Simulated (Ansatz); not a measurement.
**K2LiAlH6: properties at the relaxed cell**

An exercise on one series of results from a longer session: the logs are not shown, and one member is left open.

Computed with Ansatz 0.2.0 (DFT r2SCAN, scalar-relativistic, plane waves, PAW, unless a step's input says otherwise).

1 further run of the same task is left out (set aside as unsound or not needed).

## The structure to begin with

Symmetry: Fm-3m, No. 225, cubic system. Conventional cell: a = 7.775 Å, b = 7.775 Å, c = 7.775 Å, α = 90.00°, β = 90.00°, γ = 90.00°. K (site symmetry -43m) has 12 H at 2.75 Å as nearest neighbours. Around Li (site symmetry m-3m) lie 6 H at 2.11 Å. Al (site symmetry m-3m) is surrounded by 6 H at 1.77 Å. Around H (site symmetry 4mm) lie 1 Al at 1.77 Å and 1 Li at 2.11 Å.

As a file:

```
CELL_PARAMETERS angstrom
0.00000 3.88769 3.88769
3.88769 0.00000 3.88769
3.88769 3.88769 0.00000
ATOMIC_POSITIONS crystal
K 0.75000 0.75000 0.75000
K 0.25000 0.25000 0.25000
Li 0.50000 0.50000 0.50000
Al 0.00000 0.00000 0.00000
H 0.77181 0.22819 0.22819
H 0.77181 0.22819 0.77181
H 0.22819 0.77181 0.77181
H 0.22819 0.77181 0.22819
H 0.22819 0.22819 0.77181
H 0.77181 0.77181 0.22819
```

It goes back to an entry of the Materials Project, which need not be the stable form.

It is the result of an earlier relaxation at this level (volume 11.75 Å³/atom; gap on the mesh: 3.08 eV).

Set-up of the first run:

input.yaml

```yaml
crystal:
  lattice:
    - [0.0, 3.8484177264, 3.8484177264]
    - [3.8484177264, 0.0, 3.8484177264]
    - [3.8484177264, 3.8484177264, 0.0]
  atoms:
    - { symbol: K, position: [0.75, 0.75, 0.75] }
    - { symbol: K, position: [0.25, 0.25, 0.25] }
    - { symbol: Li, position: [0.5, 0.5, 0.5] }
    - { symbol: Al, position: [0.0, 0.0, 0.0] }
    - { symbol: H, position: [0.7718052974, 0.2281947026, 0.2281947026] }
    - { symbol: H, position: [0.7718052974, 0.2281947026, 0.7718052974] }
    - { symbol: H, position: [0.2281947026, 0.7718052974, 0.7718052974] }
    - { symbol: H, position: [0.2281947026, 0.7718052974, 0.2281947026] }
    - { symbol: H, position: [0.2281947026, 0.2281947026, 0.7718052974] }
    - { symbol: H, position: [0.7718052974, 0.7718052974, 0.2281947026] }
basis:
  ecutwfc: 500
kpoints:
  mp_grid: { grid: [6, 6, 6] }
hamiltonian:
  xc: r2scan
scf:
  occupations: { method: gaussian, width: 0.02 }
output:
  forces: true
  stress: true
  eigenvalues: true
relax:
  adjacent_minimum: "off"
  f_tol: 0.01
  max_steps: 30
```

The run is started by

```
ansatz run input.yaml --threads 2 --pin off --max-ram 5120MiB --backend cpu --events-out ev --progress --plain --runs-dir out
```

Steps of the session up to this table: Volume × 0.97; Point at V/V0 = 1.03; The cell scaled to 0.94 of its volume; The cell scaled to 1.06 of its volume; Volume × 0.91; Volume × 1.10; The cell scaled to 0.88 of its volume.

One of the session's tables, all rows but one given; the rest of the session is left out.

It belongs to the step «Fit of the equation of state». 

| volume (Å³/atom) | energy above the lowest point (meV/atom) | pressure (GPa) | gap on the mesh (eV) |
| --- | --- | --- | --- |
| 10.342 | 21.0 | 5.32 | 3.49 |
| 10.694 | 11.2 | 3.67 | 3.38 |
| 11.047 | ? | ? | ? |
| 11.399 | 1.1 | 1.04 | 3.18 |
| 11.752 | 0.0 | 0.00 | 3.08 |
| 12.104 | 1.0 | -0.89 | 3.00 |
| 12.457 | 3.8 | -1.66 | 2.91 |
| 12.927 | 10.0 | -2.52 | 2.81 |

Q: Estimate the row for volume (Å³/atom) = 11.047 from the others.

Worked estimate for «energy above the lowest point (meV/atom)». A straight line through the neighbours (10.694, 11.2) and (11.399, 1.1) gives 11.2 + (1.1 − 11.2) × (11.047 − 10.694) / (11.399 − 10.694) = 6.1; a parabola fitted to 4 rows on both sides gives 4.7.

The run gave: energy above the lowest point (meV/atom): 4.7; pressure (GPa): 2.26; gap on the mesh (eV): 3.28. In «energy above the lowest point (meV/atom)» the line misses by +1.4 and the parabola by 0.0.

To keep in mind: Warnings in the runs' records: stress scf threshold loose.
